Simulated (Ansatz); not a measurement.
# WSi+ (doublet): wave-function methods side by side, def2-TZVPP

One table from this session's results is given with a row withheld; the runs are named, their logs left out.

The runs use Ansatz 0.2.0, Gaussian basis; def2-TZVPP, core rule «outside noble gas», up to 9 orbitals frozen.

The runs, in order: UHF; CCSD(T) on ROHF; CCSD(T) on UHF; CCSDT(Q) on ROHF; CCSDT(Q) on UHF.

8 further runs of the same task are left out: 4 for a known fault of the program, 4 set aside as unsound or not needed.

**What is computed**

The geometry is a PBE0/def2-TZVP stationary point (not a proven minimum) of the parent state, kept for this charge and spin. No spin-orbit coupling is included. Elements past krypton take def2 core potentials.

2 atoms, charge 1, spin multiplicity 2.

Atoms are counted from 1 here; the program's logs count them from 0.

Bond lengths: W1–Si2 2.160 Å.

The first run:

File in.yaml:

```yaml
crystal:
  periodic: [false, false, false]
  atoms:
    - {symbol: W, position_ang: [0.000000, 0.000000, 0.000000]}
    - {symbol: Si, position_ang: [0.000000, 0.000000, 2.160414]}
basis:
  gaussian: {orbitals: def2-TZVPP}
total_charge: 1
magnetization: {spin_polarized: true, initial_magnetization: 1}
hamiltonian: {xc: hf}
output: {orbitals: {seedname: orbitals}}
```

The run is started by

```sh
ansatz run in.yaml --threads 1 --pin off --events-out ev --progress --plain --max-ram 4096MiB --backend cpu
```

Steps of the session up to this table: UHF; CCSD(T) on ROHF; CCSD(T) on UHF; CCSDT(Q) on ROHF; CCSDT(Q) on UHF.

One table of the session follows, with a row left open; its other results are not shown here.

It belongs to the step «Misses and costs». 

```
   method  from RCCSDT(Q) (kJ/mol)
     ROHF                   +748.3
      UHF                   +597.6
     RMP2                    +90.0
     UMP2                        ?
    RCCSD                    +70.9
    UCCSD                    +29.0
 RCCSD(T)                    +16.6
 UCCSD(T)                    -17.6
   RCCSDT                    +21.3
   UCCSDT                    -28.8
RCCSDT(Q)                        0
UCCSDT(Q)                    -37.7
```

Estimate the missing values for UMP2.

**Answer.** from RCCSDT(Q) (kJ/mol): +134.0. In the column «from RCCSDT(Q) (kJ/mol)» it lies between RMP2 (+90.0) and UHF (+597.6).

Limits of these values: The determinant is far from a pure spin state, so its energy mixes those of several spin states (harmless only where they are near-degenerate, as at dissociation). Warnings: spin contamination; large T1 diagnostic. Restricted and unrestricted rows rest on different reference determinants; where their highest levels disagree by more than a few hundredths of an eV, they describe different states and don't form one ladder.
